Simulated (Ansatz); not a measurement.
# PbSeO (2H monolayer (Janus) type, one sheet): the dielectric function from several functionals

How does PbSeO (2H monolayer (Janus) type, one sheet) absorb light if electrons and holes don't interact? Plan: optics with PBE on 6×6×1; optics with r2SCAN on 6×6×1.

Computed with Ansatz 0.2.0 (plane waves, PAW; no local fields, no excitons, unless a step's input says otherwise).

3 further runs of the same task are left out: 3 that didn't finish.

**1. The system as given**

The structure is trigonal, space group P3m1 (No. 156). The conventional cell has a = 3.344 Å, b = 3.344 Å, c = 31.772 Å, α = 90.00°, β = 90.00°, γ = 120.00°. Around Pb (site symmetry 3m) lie 3 O at 2.21 Å. O (site symmetry 3m) has 3 Pb at 2.21 Å as nearest neighbours. Se (site symmetry 3m) has 6 Se at 3.34 Å and 3 Pb at 3.60 Å as nearest neighbours.

Structure file:

```cif
data_structure
_symmetry_space_group_name_H-M 'P 1'
_symmetry_Int_Tables_number 1
_cell_length_a 3.3439
_cell_length_b 3.3439
_cell_length_c 31.7717
_cell_angle_alpha 90.000
_cell_angle_beta 90.000
_cell_angle_gamma 120.000
_cell_volume 307.66
loop_
_atom_site_label
_atom_site_type_symbol
_atom_site_fract_x
_atom_site_fract_y
_atom_site_fract_z
_atom_site_occupancy
Pb1 Pb 0.33333 0.66667 0.30383 1
O1 O 0.66667 0.33333 0.33780 1
Se1 Se 0.66667 0.33333 0.20819 1
```

Cell and atoms come from an earlier r2SCAN relaxation. The cell holds one sheet and vacuum, and is periodic in the plane alone; ε, where given, is a mean over the whole height of the cell, so ε₂ and ε₁ − 1 scale inversely with that height and aren't the sheet's own values. No run includes spin-orbit coupling, which matters for Pb.

**2. Optics, PBE**

input.yaml

```yaml
crystal:
  lattice:
    - [3.343855169, 0.0, 0.0]
    - [-1.6719275845, 2.8958635229, 0.0]
    - [0.0, 0.0, 31.7717086827]
  atoms:
    - { symbol: Pb, position: [0.3333333333, 0.6666666667, 0.30382817] }
    - { symbol: O, position: [0.6666666667, 0.3333333333, 0.3377976524] }
    - { symbol: Se, position: [0.6666666667, 0.3333333333, 0.2081868292] }
  periodic: [true, true, false]
kpoints:
  mp_grid: { grid: [6, 6, 1] }
hamiltonian:
  xc: pbe
scf:
  occupations: { method: fermi_dirac, width: 0.02 }
output:
  optics:
    e_range: [0, 12]
    de: 0.05
    sigma: 0.1
    bands: { spectra_wanted_up_to: 12 }
```

Launch:

```
$ ansatz run input.yaml --threads 2 --pin off --max-ram 20275MiB --backend cpu --events-out ev --progress --plain --runs-dir out
```

Output:

```text
Engine: ansatz 0.2.0, x86_64-unknown-linux-gnu
Pseudopotentials: kind: paw
Pseudopotential: Pb, paw, valence charge 14, recommended cutoff 420 eV (normal), Pb.paw.azcp
Pseudopotential: O, paw, valence charge 6, recommended cutoff 420 eV (normal), O.paw.azcp
Pseudopotential: Se, paw, valence charge 16, recommended cutoff 420 eV (normal), Se.paw.azcp
Functional definition: PBE
  parameter kappa = 0.804
  parameter beta = 0.06672455060314922
  exchange = pbe_x(kappa = kappa, mu = beta*pi^2/3)
  correlation = pbe_c(beta = beta)
Crystal: 3 atoms, lattice volume = 307.657 Å³
Basis set: ecut = 420 eV, 6107 PW (Γ)
Bands: 22, of which v1, the nominal top of the filled ones, is band 18 counted from 1 (17 counted from 0)
Symmetry: 6 space group operations
Space group: P3m1 (ITA 156), of the structure as read, at distance tolerance 6.8e-5 Å
k-points: 7 of 36 (time reversal used)
Non-local potential: Pb, projectors of the file, l = 0: 2, l = 1: 2, l = 2: 2, l = 3: 2
Non-local potential: O, projectors of the file, l = 0: 2, l = 1: 2, l = 2: 1
Non-local potential: Se, projectors of the file, l = 0: 2, l = 1: 2, l = 2: 3, l = 3: 1
PAW form: soft (Blöchl's): semilocal exchange-correlation on the pseudo side does not see the compensation charge
PAW one-centre angular grid: Pb, 590 points (default); XC on 64 Gauss nodes
PAW one-centre angular grid: O, 110 points (default); XC on 64 Gauss nodes
PAW one-centre angular grid: Se, 590 points (default); XC on 64 Gauss nodes
Initial density: superposition of atomic densities (neutral atoms: chi_scale 0, normalization atom), corrected by the library's trained network
Initial wavefunctions: pseudopotential atomic-orbital guess
Functional: x = pbe(κ = 0.804, μ = 0.2195149727645171), c = pbe(β = 0.06672455060314922)
SCF iter   1: F=—  HF=-17940.665232 eV  |F-HF|=—  |Δ(HF+E_count)|=         —  Δρ=5.57e-3  dr2=1.10e0  ethr=1.77e-3  ⟨swp⟩=16.4  Hψ=1311  notcnv=0
preconditioner: auto → LDOS  [metal: Δε(μ)=0.063 eV  Ē_g=13.892 eV  σ=0.020 eV  W_gap=0.50  n_scr=18 (ndim 8)  ℏωp=10.8 eV  f_vac=0.760  D(μ)=9.37/eV (n_scr^D=76)  β→1.0]
SCF iter   2: F=—  HF=-17940.632065 eV  |F-HF|=—  |Δ(HF+E_count)|=   3.32e-2  Δρ=4.93e-3  dr2=5.82e-1  ethr=1.77e-3  ⟨swp⟩=2.1  Hψ=236  notcnv=0  defer=1
SCF iter   3: F=—  HF=-17940.625519 eV  |F-HF|=—  |Δ(HF+E_count)|=   6.55e-3  Δρ=3.69e-3  dr2=4.73e-1  ethr=1.62e-3  ⟨swp⟩=2.1  Hψ=174  notcnv=0  defer=1
SCF iter   4: F=—  HF=-17940.598944 eV  |F-HF|=—  |Δ(HF+E_count)|=   2.66e-2  Δρ=1.76e-3  dr2=2.26e-2  ethr=1.31e-3  ⟨swp⟩=2.9  Hψ=205  notcnv=0  defer=1
SCF iter   5: F=—  HF=-17940.597776 eV  |F-HF|=—  |Δ(HF+E_count)|=   1.17e-3  Δρ=1.25e-3  dr2=1.25e-2  ethr=6.26e-5  ⟨swp⟩=3.4  Hψ=314  notcnv=0  defer=1
SCF iter   6: F=—  HF=-17940.596689 eV  |F-HF|=—  |Δ(HF+E_count)|=   1.09e-3  Δρ=9.58e-4  dr2=8.77e-3  ethr=3.47e-5  ⟨swp⟩=2.3  Hψ=200  notcnv=0  defer=1
SCF iter   7: F=—  HF=-17940.595686 eV  |F-HF|=—  |Δ(HF+E_count)|=   1.00e-3  Δρ=8.03e-4  dr2=4.03e-3  ethr=2.44e-5  ⟨swp⟩=2.6  Hψ=224  notcnv=0  defer=1
SCF iter   8: F=—  HF=-17940.595248 eV  |F-HF|=—  |Δ(HF+E_count)|=   4.39e-4  Δρ=5.49e-4  dr2=2.39e-3  ethr=1.12e-5  ⟨swp⟩=2.6  Hψ=228  notcnv=0  defer=1
SCF iter   9: F=—  HF=-17940.595004 eV  |F-HF|=—  |Δ(HF+E_count)|=   2.44e-4  Δρ=1.83e-4  dr2=2.02e-4  ethr=6.65e-6  ⟨swp⟩=2.6  Hψ=226  notcnv=0  defer=1
SCF iter  10: F=—  HF=-17940.595000 eV  |F-HF|=—  |Δ(HF+E_count)|=   4.22e-6  Δρ=6.65e-5  dr2=3.36e-5  ethr=5.61e-7  ⟨swp⟩=3.6  Hψ=307  notcnv=0  defer=1
SCF iter  11: F=—  HF=-17940.594999 eV  |F-HF|=—  |Δ(HF+E_count)|=   1.10e-6  Δρ=1.96e-5  dr2=2.28e-6  ethr=9.32e-8  ⟨swp⟩=3.4  Hψ=324  notcnv=0  defer=1
SCF iter  12: F=—  HF=-17940.594992 eV  |F-HF|=—  |Δ(HF+E_count)|=   6.18e-6  Δρ=7.76e-6  dr2=6.67e-7  ethr=6.33e-9  ⟨swp⟩=3.9  Hψ=387  notcnv=0  defer=1
SCF iter  13: F=—  HF=-17940.594993 eV  |F-HF|=—  |Δ(HF+E_count)|=   1.12e-7  Δρ=3.77e-6  dr2=6.48e-8  ethr=1.85e-9  ⟨swp⟩=2.4  Hψ=253  notcnv=0  defer=1
SCF iter  14: F=—  HF=-17940.594993 eV  |F-HF|=—  |Δ(HF+E_count)|=   4.73e-8  Δρ=1.21e-6  dr2=5.69e-9  ethr=1.80e-10  ⟨swp⟩=3.0  Hψ=305  notcnv=0  defer=1
SCF iter  15: F=—  HF=-17940.594993 eV  |F-HF|=—  |Δ(HF+E_count)|=   2.43e-9  Δρ=4.41e-7  dr2=1.69e-9  ethr=1.58e-11  ⟨swp⟩=3.1  Hψ=322  notcnv=0  defer=1
SCF iter  16: F=—  HF=-17940.594993 eV  |F-HF|=—  |Δ(HF+E_count)|=  3.49e-10  Δρ=1.91e-7  dr2=4.95e-10  ethr=4.70e-12  ⟨swp⟩=2.9  Hψ=254  notcnv=0  defer=1
SCF iter  17: F=—  HF=-17940.594993 eV  |F-HF|=—  |Δ(HF+E_count)|=  5.82e-11  Δρ=4.95e-8  dr2=1.95e-11  ethr=1.37e-12  ⟨swp⟩=2.7  Hψ=250  notcnv=0  defer=1
SCF iter  18: F=-17940.594993 eV  HF=-17940.594993 eV  |F-HF|=5.46e-11  |Δ(HF+E_count)|=  5.09e-11  Δρ=1.67e-8  dr2=3.13e-12  ethr=1.00e-12  ⟨swp⟩=7.0  Hψ=517  notcnv=0
SCF 1 converged in 18 iterations: F = -17940.594993 eV  dr2 = 3.13e-12
NSCF: frozen V_eff on 7 k-points
Optics k sum: 0 of 7 k-points
[...]
WARN: output.optics: on 3 of the rows wanted, those up to 12.000 eV, the energy-loss function is not bounded in the bands left out, and is left empty along some axis. In full: what the bands over the 54 summed would add to eps1, eps2 and the energy-loss function is held between a lower and an upper bound (8 Lanczos steps). eps1, eps2 and their loss function (loss_summed_bands) are given on every row as the summed bands alone make them. Along an axis, on a row where the two bounds hold the loss function to about 1 % of the greater of itself and 0.5 % of |1/eps|, its cell (loss_completed) is given, with the completed eps1 and eps2 that it is formed of (a cell that is left empty reads nan in the table and null in the record). The two bounds hold it so along every axis on 237 of the 240 rows up to 12.000 eV; on the other 3, the lowest at 0.050 eV, those cells are left empty along some axis; the steps ended with no row wanted left that a further step could bound, as where the summed bands' own error is too great, or, of a sum inside the cells of its k-points, where these part, or are assumed to part, too far in what the bands left out add (a denser output.optics.nscf_kmesh narrows that). The run works to bound the rows up to 12.000 eV and no higher ones: a peak of the loss function over that energy may be left empty with no warning. To have the run work for it, set output.optics.bands.spectra_wanted_up_to to a higher energy. perfect_screening_sum, loss_f_sum_n_eff and, beside carriers, perfect_screening_limit are those of loss_summed_bands: over the bounded function the two sums would run over rows that are not all bounded, and lack what the bands left out lay past the top of the energy grid. Bounded is said of the bands left out alone, which are those that the basis at basis.ecutwfc holds: it says nothing of that cutoff, of the k-point mesh, of what the sum inside its cells errs by (eps2_relative_error), of the factors of all_electron_strengths, nor of how far the SCF is converged. The bands left out are taken at the k-points, and what their mean over the points' cells stands off that by is in neither bound: the run's estimate of it, which the test of a row counts in, is 0.17 % of |eps| at the most among the values given; where the mean stood off by over 0.5 % the points' spread read 0.1 to 3 times that
SCF converged after 18 iterations
Free energy (F): -17940.594993 eV
Harris-Foulkes:  -17940.594993 eV  (|F-HF|=5.46e-11)
Internal energy: -17940.579167 eV  (E = F + TS)
E sigma→0 (E₀):  -17940.587080 eV
Entropy (-TS):   -0.015826 eV (-5.275 meV/atom)
Fermi energy:    -6.676625 eV
--- Per-component energies (eV) ---
  E_band       = -967.866505
  E_kinetic    = 578.908349
  E_local      = -75369.134308  (includes V_loc(G=0)·N_el)
  E_nonlocal   = -194.998565
  E_hartree    = 37246.770494
  E_xc         = -395.935239
  E_vxc        = -320.997240  (∫ρ·V_xc dr)
  E_paw        = -12476.994838  (= ΣΔE_a)
  E_vpaw       = -155.187395  (= ΣTr[D̂ρ^β])
  E_aug_tail   = 0.001786  (compensation charges beyond the density's cutoff)
  E_ewald      = 32670.803154
  E_smearing   = -0.015826  (= −TS)
  E_closure    = 0.000000  (closes the sum)
  Σ components = -17940.594993   (vs F -17940.594993, Δ=0.00e0)
--- Band table (eV; the first three rows and the last of 7) ---
  k-point 0: bands = ["-54.3878", "-54.3878", "-54.1861", "-54.1861", "-54.1203", "-24.8842", "-22.8161", "-22.8161", "-22.5469", "-22.4513", "-22.4513", "-19.5270", "-14.3581", "-8.8443", "-8.4692", "-8.4692", "-7.5225", "-4.8639", "-4.8639", "-3.5861", "-0.7875", "0.0511"]
  k-point 1: bands = ["-54.3878", "-54.3870", "-54.1864", "-54.1862", "-54.1199", "-24.8975", "-22.7571", "-22.7195", "-22.5726", "-22.4642", "-22.2537", "-19.2339", "-14.1848", "-9.4098", "-8.6683", "-8.5291", "-7.0976", "-6.5642", "-5.2565", "-2.7229", "-0.5315", "-0.1188"]
  k-point 2: bands = ["-54.3877", "-54.3855", "-54.1869", "-54.1863", "-54.1190", "-24.9690", "-22.7485", "-22.5661", "-22.4686", "-22.4419", "-21.7629", "-18.5317", "-14.0292", "-10.1515", "-9.1904", "-9.0800", "-7.9950", "-6.6871", "-5.9056", "-3.4982", "-1.0686", "0.6961"]
  k-point 6: bands = ["-54.3860", "-54.3860", "-54.1869", "-54.1869", "-54.1184", "-25.0032", "-22.6616", "-22.5641", "-22.5637", "-22.4131", "-21.1212", "-17.8733", "-13.9265", "-10.8580", "-9.3007", "-9.2726", "-9.0741", "-7.0343", "-7.0268", "-3.6876", "-1.8492", "-0.2451"]
  the weakly bound empty levels are not read free of the cell's end (no_gap_told)
```

Run time: 23 s. Hardware: 2 threads of AMD EPYC 7R13 (Zen 3), shared host; peak memory 1.4 GiB.

From the head of optics.tsv:

```
# eps2_relative_error = 0.0038
# drude_weight_relative_error = 0.0366
# drude_damping_ev = 0e0
# drude_plasma_energy_squared_ev2(xx yy zz xy xz yz) = 3.931563 3.931563 0.000000 0.000000 0.000000 0.000000
# drude_plasma_energy_ev(xx yy zz) = 1.982817 1.982817 0.000000
# f_sum_n_eff(xx yy zz) = 15.347190 15.347190 14.778708 of n_electrons = 36.000000
# n_bands = 54
# n_bands_set_by = photon_energy
# valid_up_to_ev = 17.621730
```

The dielectric function from optics.tsv (yy equals xx), one row in 6 (narrow peaks fall between the rows):

```csv
E (eV),ε₂ xx,ε₂ zz,ε₁ xx,ε₁ zz
0.05,1.42,0.02,-1519.50,4.02
0.35,50.94,1.03,-55.39,3.13
0.65,4.60,0.35,-19.09,3.36
0.95,1.05,0.81,-6.52,4.33
1.25,1.66,4.71,-2.11,3.15
1.55,0.60,0.91,-0.13,-0.01
1.85,2.66,0.38,-0.27,1.11
2.15,1.62,0.22,0.19,1.62
2.45,1.05,0.22,0.47,2.01
2.75,1.71,0.47,0.78,2.03
3.05,1.73,0.92,0.70,2.16
3.35,1.14,1.05,0.63,2.50
3.65,1.21,1.08,-0.08,1.57
3.95,0.48,1.08,0.50,2.10
4.25,0.37,1.27,0.80,1.60
4.55,0.26,1.14,1.11,1.00
4.85,0.26,0.30,2.04,1.44
5.15,1.67,0.99,1.65,2.25
5.45,1.30,1.03,1.32,1.69
5.75,1.54,1.23,0.80,1.97
6.05,1.31,2.05,0.94,1.85
6.35,1.35,2.12,0.59,0.82
6.65,0.96,1.12,0.30,0.30
6.95,0.88,1.29,0.40,0.40
7.25,0.37,0.39,0.55,0.52
7.55,0.51,0.44,0.71,0.65
7.85,0.52,0.43,0.86,0.88
8.15,0.48,0.42,0.90,0.87
8.45,0.67,0.45,0.93,0.97
8.75,0.67,0.42,0.80,1.06
9.05,0.66,0.83,0.69,1.27
9.35,0.53,0.75,0.68,0.85
9.65,0.40,0.44,0.86,0.92
9.95,0.68,0.61,0.85,1.11
10.25,0.65,0.72,0.71,1.01
10.55,0.54,0.68,0.68,0.85
10.85,0.51,0.65,0.66,0.89
11.15,0.42,0.64,0.60,0.85
11.45,0.42,0.88,0.76,0.65
11.75,0.41,0.67,0.71,0.59
```

Tallest peaks of ε₂ (mean of the periodic axes): 79.3 at 0.25 eV.

[end of part 1 of 2]
